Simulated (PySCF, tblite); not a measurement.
# C5H10Si2: infrared bands and NMR shifts

Aim: predict the infrared bands and NMR shifts of C5H10Si2 (`[SiH3]CC1=CC=C[SiH2]1`).

Computed with tblite 0.8.0 and PySCF 2.14.0, with density-fitted response routines of our own, on a single molecule in the gas phase. Atoms are numbered from 0 throughout.

### 1 The starting structure

17 atoms, charge 0, multiplicity 1; geometry from: GFN2-xTB.

Bonds of the start (Å): Si0–C1 1.91, C1–C2 1.48, C2–C3 1.34, C3–C4 1.45, C4–C5 1.34, C5–Si6 1.88, Si6–C2 1.90, Si0–H7 1.46, Si0–H8 1.46, Si0–H9 1.47, C1–H10 1.09, C1–H11 1.09, C3–H12 1.08, C4–H13 1.08, C5–H14 1.08, Si6–H15 1.46, Si6–H16 1.47.

### 2 Vibrational analysis with GFN2-xTB

What the job is given:

```
{"job": {"kind": "ir", "xc": "GFN2-xTB", "basis": "xTB"}, "charge": 0, "multiplicity": 1}
Si     2.591047     0.145397     0.112145
C      1.163159    -0.147343    -1.123282
C     -0.145775    -0.147555    -0.428688
C     -0.768962    -1.249175     0.023184
C     -2.030133    -1.044436     0.711937
C     -2.450565     0.222436     0.832116
Si    -1.195086     1.365338     0.024020
H      2.599759    -0.923577     1.111711
H      2.407082     1.441864     0.766112
H      3.854470     0.136945    -0.630718
H      1.328446    -1.102983    -1.627381
H      1.186578     0.635466    -1.882923
H     -0.383841    -2.252403    -0.106797
H     -2.571769    -1.900377     1.092543
H     -3.372814     0.481700     1.324181
H     -0.524354     2.279114     0.951113
H     -1.694240     2.071619    -1.159183
```

**Question.** This job is followed by: GIAO PBE0/pcSseg-1 NMR shielding, non-relativistic, gas phase. Predict these results of the whole session: strongest single infrared mode (GFN2-xTB); zero-point energy (GFN2-xTB); 13C shifts against TMS (PBE0/pcSseg-1); 1H shifts against TMS (PBE0/pcSseg-1, means over atoms taken as alike); 29Si shifts against TMS (PBE0/pcSseg-1).

As calculated:

| quantity | value |
| --- | --- |
| strongest single infrared mode (GFN2-xTB) | 2266 cm⁻¹, 453 km/mol |
| zero-point energy (GFN2-xTB) | 75.9 kcal/mol |
| 13C shifts against TMS (PBE0/pcSseg-1) | 157.9, 153.7, 148.2, 129.0, 20.2 ppm |
| 1H shifts against TMS (PBE0/pcSseg-1, means over atoms taken as alike) | 7.22, 6.86, 5.92, 4.59, 3.89, 2.28 ppm |
| 29Si shifts against TMS (PBE0/pcSseg-1) | -49.8, -64.7 ppm |

All 45 modes are real, so the xTB geometry is a minimum. GFN2-xTB is a fitted tight-binding method: band positions and strengths are rough. Its intensities can rank the bands wrongly.
